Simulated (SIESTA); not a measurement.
**Cu in SIESTA: convergence with vacuum**

Input of the first run (vacuum 6); the others differ in this setting and in those tied to it:

Contents of run.py:

```python
from ase import Atoms
from ase.calculators.siesta import Siesta
from ase.units import Ry, GPa

atoms = Atoms(
    ['Cu', 'Cu', 'Cu', 'Cu', 'Cu'],
    cell=[
        [2.5340966698, -0.0, 0.0],
        [-1.2670483349, 2.1945920917, 0.0],
        [0.0, 0.0, 14.2251],
    ],
    scaled_positions=[
        [0.33333333, 0.66666666, 0.2108948267],
        [0.66666667, 0.33333334, 0.3554481515],
        [0.33333333, 0.66666666, 0.5000014763],
        [0.66666667, 0.33333334, 0.644554801],
        [0.33333333, 0.66666666, 0.7891081258],
    ],
    pbc=True,
)

fdf = {
    'SCFMustConverge': False,
    'OccupationFunction': 'FD',
    'ElectronicTemperature': '0.05 eV',
    'Slab.DipoleCorrection': 'vacuum',
    'MaxSCFIterations': '120',
    'SCF.Mixer.Method': 'Pulay',
    'SCF.Mixer.Weight': '0.25',
    'SCF.Mixer.History': '8',
    'SCF.DM.Tolerance': '5.0e-05',
    'SCF.H.Tolerance': '1.0e-03 eV',
    'WriteForces': 'true',
    'Charge.Mulliken': 'end',
    'PAO.Basis': ['Cu.1 5', 'n=3 0 2', '  2.369 0.000', 'n=4 0 2', '  7.297 0.000', 'n=3 1 2', '  2.657 0.000', 'n=4 1 1', '  7.297', 'n=3 2 2', '  4.908 0.000'],
}
calc = Siesta(
    label="Cu",
    command="siesta < PREFIX.fdf > PREFIX.out",
    pseudo_path="pseudos",
    pseudo_qualifier="",
    xc=('VDW', 'BH'),
    basis_set="DZP",
    mesh_cutoff=800 * Ry,
    energy_shift=0.003 * Ry,
    kpts=[9, 9, 1],
    spin="non-polarized",
    fdf_arguments=fdf,
)
atoms.calc = calc

print(f"energy = {atoms.get_potential_energy():.6f} eV")
free = atoms.get_potential_energy(force_consistent=True)
print(f"free energy = {free:.6f} eV")
print("forces (eV/A):")
print(atoms.get_forces(apply_constraint=False).round(6))
print("stress (GPa, Voigt order, tension positive):", (atoms.get_stress() / GPa).round(4))
```

Potentials or basis: PseudoDojo 0.4 standard (PBE files), DZP (energy shift 0.003 Ry; two zetas on semicore shells).

The run is started by

```bash
$ python run.py
```

The slab is cut from a database's or a generator's crystal, which needn't be the stable form of the element.

Hardware: 1 thread of Arm Neoverse V2, with other jobs on the host.

Question: The values tried are 6, 8, 10, 12, 15, loosest first. From which on does the largest force stay within 0.005 eV/Å of the tightest run that finished?

Answer: From 8 on.

| vacuum | energy less the tightest run, at zero smearing (meV/atom) | largest force (eV/Å) | SCF cycles | CPU time (s) | peak memory (GiB) |
| --- | --- | --- | --- | --- | --- |
| 6 | -8.38 | 0.074 | 15 | 120 | 0.53 |
| 8 | -0.96 | 0.063 | 16 | 140 | 0.56 |
| 10 | -0.21 | 0.061 | 16 | 150 | 0.57 |
| 12 | -0.04 | 0.065 | 16 | 160 | 0.6 |
| 15 | 0.00 | 0.063 | 16 | 160 | 0.61 |

Against the tightest run, the energy stays within 1 meV/atom from 8 on. The tightest run that finished is the yardstick and may itself not be fully converged.

Caveat, for the tightest run too: short orbitals over semicore shells can move pressures by several GPa; the potentials were made for another functional, which shifts forces and pressure; the basis of atomic orbitals isn't converged, which shifts pressures, moduli and gaps.
